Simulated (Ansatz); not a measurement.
**WGe+ (doublet): the correlation ladder, def2-SVP**

The task here is to estimate one member of a computed series from the others.

Computed with Ansatz 0.2.0, Gaussian basis. Level: def2-SVP, core rule «outside noble gas», up to 18 orbitals frozen.

To be run: UHF; CCSD(T) on ROHF; CCSD(T) on UHF; CISD; CCSDT(Q) on ROHF; CCSDT(Q) on UHF.

12 further runs of the same task are left out: 6 for a known fault of the program, 1 that didn't finish, 5 set aside as unsound or not needed.

### The geometry

The geometry is a PBE0/def2-TZVP stationary point (not a proven minimum) of the parent state, kept for this charge and spin. No spin-orbit coupling is included. Elements past krypton take def2 core potentials. The filled d shell of Ge may be among the frozen orbitals whatever the setting's name suggests; the logs give the count.

2 atoms, charge 1, spin multiplicity 2.

Atoms are counted from 1 here; the program's logs count them from 0.

Bond lengths: W1–Ge2 2.245 Å.

Set-up of the first run:

Contents of in.yaml:

```yaml
crystal:
  periodic: [false, false, false]
  atoms:
    - {symbol: W, position_ang: [0.000000, 0.000000, 0.000000]}
    - {symbol: Ge, position_ang: [0.000000, 0.000000, 2.245375]}
basis:
  gaussian: {orbitals: def2-SVP}
total_charge: 1
magnetization: {spin_polarized: true, initial_magnetization: 1}
hamiltonian: {xc: hf}
output: {orbitals: {seedname: orbitals}}
```

Run with:

```bash
ansatz run in.yaml --threads 1 --pin off --events-out ev --progress --plain --max-ram 2393MiB
```

Steps of the session up to this table: UHF; CCSD(T) on ROHF; CCSD(T) on UHF; CISD; CCSDT(Q) on ROHF; CCSDT(Q) on UHF.

One of the session's tables, all rows but one given; the rest of the session is left out.

```
   method  from RCCSDT(Q) (meV)
     ROHF               +6213.4
      UHF               +4640.5
     RMP2                +867.6
     UMP2               +1151.4
    RCCSD                +501.5
    UCCSD                 +18.5
 RCCSD(T)                +102.2
 UCCSD(T)                -287.1
   RCCSDT                     ?
   UCCSDT                -405.2
RCCSDT(Q)                     0
UCCSDT(Q)                -477.8
```

**Question.** Estimate the row for RCCSDT.

The run gave: from RCCSDT(Q) (meV): +105.7. In the column «from RCCSDT(Q) (meV)» it lies between RCCSD(T) (+102.2) and RCCSD (+501.5).

Not comparable, so not listed: CISD (they don't share determinant, frozen orbitals or solution with the rows shown, or repeat one).

Limits of these values: The determinant is far from a pure spin state, so its energy mixes those of several spin states (harmless only where they are near-degenerate, as at dissociation). The program flags UCCSDT(Q) as in doubt, so those rows may rest on another solution; read them beside their warnings. Warnings: spin contamination; coupled cluster took another determinant than the lowest; large T1 diagnostic. Restricted and unrestricted rows rest on different reference determinants; where their highest levels disagree by more than a few hundredths of an eV, they describe different states and don't form one ladder.
